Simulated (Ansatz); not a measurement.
# ClFGaH: one species, many methods

One table from this session's results is given with a row withheld; the runs are named, their logs left out.

Program: Ansatz 0.2.0, Gaussian basis. Level of theory: functionals in def2-TZVPP, the program's frozen cores in correlated methods. These are calculated values, not measurements.

The runs, in order: LDA (SPW92), PBE-D4, revPBE-D4, BLYP-D4, r2SCAN-D4, B97M-V, PBE0-D4, B3LYP-D4, r2SCANh-D4, r2SCAN0-D4, HSE06-D4, BHLYP-D4, CAM-B3LYP-D4, LC-ωPBE, ωB97X-V, ωB97M-V, B2PLYP, PBE-QIDH; CCSD(T)/def2-SVP; CCSD(T)/def2-TZVPP; MP2/def2-QZVPP; extrapolation to the limit; RPA on PBE.

### Structure used throughout

The geometry comes from an earlier relaxation with PBE0-D4 in a triple-zeta def2 set; it is a stationary point.

SMILES `[F][GaH][Cl]`, 4 atoms, charge 0, spin multiplicity 1.

Atoms are counted from 1 here; the program's logs count them from 0.

Bond lengths: F1–Ga2 1.744 Å, Ga2–Cl3 2.122 Å, Ga2–H4 1.541 Å. Angles: F1–Ga2–Cl3 113.4°, F1–Ga2–H4 120.8°, Cl3–Ga2–H4 125.8°.

Geometry (Å):

```mol
ClFGaH
  3D, bonds by distance, orders not assigned

  4  3  0  0  0  0  0  0  0  0999 V2000
   -1.6868    0.0404    0.2663 F   0  0
    0.0242    0.1336   -0.0590 Ga  0  0
    1.0662   -1.6589    0.3917 Cl  0  0
    0.6520    1.4246   -0.6194 H   0  0
  1  2  8  0
  2  3  8  0
  2  4  8  0
M  END
```

Set-up of the first run:

The input, in.yaml:

```yaml
crystal:
  periodic: [false, false, false]
  atoms:
    - {symbol: F, position_ang: [-1.686783, 0.040401, 0.266348]}
    - {symbol: Ga, position_ang: [0.024162, 0.133609, -0.058981]}
    - {symbol: Cl, position_ang: [1.066249, -1.658889, 0.391714]}
    - {symbol: H, position_ang: [0.651973, 1.424579, -0.619380]}
basis:
  gaussian: {orbitals: def2-TZVPP}
hamiltonian: {xc: lda}
output: {orbitals: {seedname: orbitals}}
```

Among the steps run: LDA; PBE-D4 (GGA); revPBE-D4 (GGA); BLYP-D4 (GGA); r2SCAN-D4 (meta-GGA); B97M-V (meta-GGA); PBE0-D4 (hybrid); B3LYP-D4 (hybrid); r2SCANh-D4 (hybrid); r2SCAN0-D4 (hybrid); HSE06-D4 (hybrid); BHLYP-D4 (hybrid); CAM-B3LYP-D4 (range-separated); LC-ωPBE-D4 (range-separated; the results give it without D4); ωB97X-V (range-separated); ωB97M-V (range-separated); B2PLYP (double hybrid); PBE-QIDH (double hybrid).

One table of the session follows, with a row left open; its other results are not shown here.

It belongs to the step «Frontier levels by functional». 

| functional | HOMO (eV) | LUMO (eV) | gap (eV) |
| --- | --- | --- | --- |
| LDA (SPW92) | -8.07 | -2.63 | 5.45 |
| PBE-D4 | -7.92 | -2.33 | 5.59 |
| revPBE-D4 | -7.86 | -2.21 | 5.65 |
| BLYP-D4 | -7.77 | -2.30 | 5.46 |
| r2SCAN-D4 | -8.29 | -2.05 | 6.23 |
| B97M-V | -8.38 | -2.27 | 6.11 |
| PBE0-D4 | -9.36 | -1.55 | 7.81 |
| B3LYP-D4 | -9.08 | -1.85 | 7.23 |
| r2SCANh-D4 | ? | ? | ? |
| r2SCAN0-D4 | -9.60 | -1.37 | 8.23 |
| HSE06-D4 | -8.95 | -1.91 | 7.04 |
| BHLYP-D4 | -10.65 | -0.84 | 9.81 |
| CAM-B3LYP-D4 | -10.75 | -0.68 | 10.07 |
| LC-ωPBE | -12.18 | 0.56 | 12.74 |
| ωB97X-V | -11.80 | 0.41 | 12.21 |
| ωB97M-V | -11.63 | 0.18 | 11.81 |

**Question.** Estimate the row for r2SCANh-D4.

Worked estimate for «HOMO (eV)». Against the share of exact exchange, r2SCAN-D4 (0, -8.29), r2SCAN0-D4 (0.25, -9.60) give a slope of -5.24 per unit share; at 0.1 the line stands at -8.81.

**Answer.** HOMO (eV): -8.81; LUMO (eV): -1.78; gap (eV): 7.04. In «HOMO (eV)» the line misses by 0.00.
